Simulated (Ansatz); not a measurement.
# La2AlF: the cost of one run

Computed with Ansatz 0.2.0 (DFT PBE, scalar-relativistic, plane waves, PAW, unless a step's input says otherwise).

### 1 The system as given

Symmetry: P4/mmm, No. 123, tetragonal system. Conventional cell: a = 4.076 Å, b = 4.076 Å, c = 5.562 Å, α = 90.00°, β = 90.00°, γ = 90.00°. La (site symmetry 4/mmm) is surrounded by 2 Al at 2.78 Å and 4 F at 2.88 Å. La (site symmetry 4/mmm) is surrounded by 2 F at 2.78 Å and 4 Al at 2.88 Å. Al (site symmetry 4/mmm) has 6 La at 2.78 to 2.88 Å as nearest neighbours. F (site symmetry 4/mmm) has 6 La at 2.78 to 2.88 Å as nearest neighbours.

Structure file:

```cif
data_structure
_symmetry_space_group_name_H-M 'P4/mmm'
_symmetry_Int_Tables_number 123
_cell_length_a 4.0759
_cell_length_b 4.0759
_cell_length_c 5.5620
_cell_angle_alpha 90.000
_cell_angle_beta 90.000
_cell_angle_gamma 90.000
_cell_volume 92.40
loop_
_atom_site_label
_atom_site_type_symbol
_atom_site_symmetry_multiplicity
_atom_site_Wyckoff_symbol
_atom_site_fract_x
_atom_site_fract_y
_atom_site_fract_z
_atom_site_occupancy
La1 La 1 b 0.00000 0.00000 0.50000 1
La2 La 1 c 0.50000 0.50000 0.00000 1
Al1 Al 1 a 0.00000 0.00000 0.00000 1
F1 F 1 d 0.50000 0.50000 0.50000 1
```

The cell is invented: species swapped into a database cell of LiSmSe2 (P4/mmm, No. 123), with Al on the Li sites, F on the Sm sites and La on the Se sites. Its size is a rough estimate.

### 2 The guess as it stands, on a coarse mesh

Input file input.yaml:

```yaml
crystal:
  lattice:
    - [4.07589688, 0.0, 0.0]
    - [0.0, 4.07589688, 0.0]
    - [0.0, 0.0, 5.56202907]
  atoms:
    - { symbol: La, position: [0.0, 0.0, 0.5] }
    - { symbol: La, position: [0.5, 0.5, 0.0] }
    - { symbol: Al, position: [0.0, 0.0, 0.0] }
    - { symbol: F, position: [0.5, 0.5, 0.5] }
basis:
  ecutwfc: 420
kpoints:
  mp_grid: { grid: [4, 4, 4] }
hamiltonian:
  xc: pbe
scf:
  occupations: { method: gaussian, width: 0.1 }
  lower_state_search: "off"
output:
  forces: true
  stress: true
  eigenvalues: true
```

Started as:

```sh
$ ansatz run input.yaml --threads 1 --pin off --max-ram 2560MiB --backend cpu --events-out ev --progress --plain --runs-dir out
```

**Question.** How long does this run take on 1 thread of Intel Xeon at 2.70GHz, shared host, and how much memory does it need?

About 2.8 s, with a peak of 0.38 GiB.
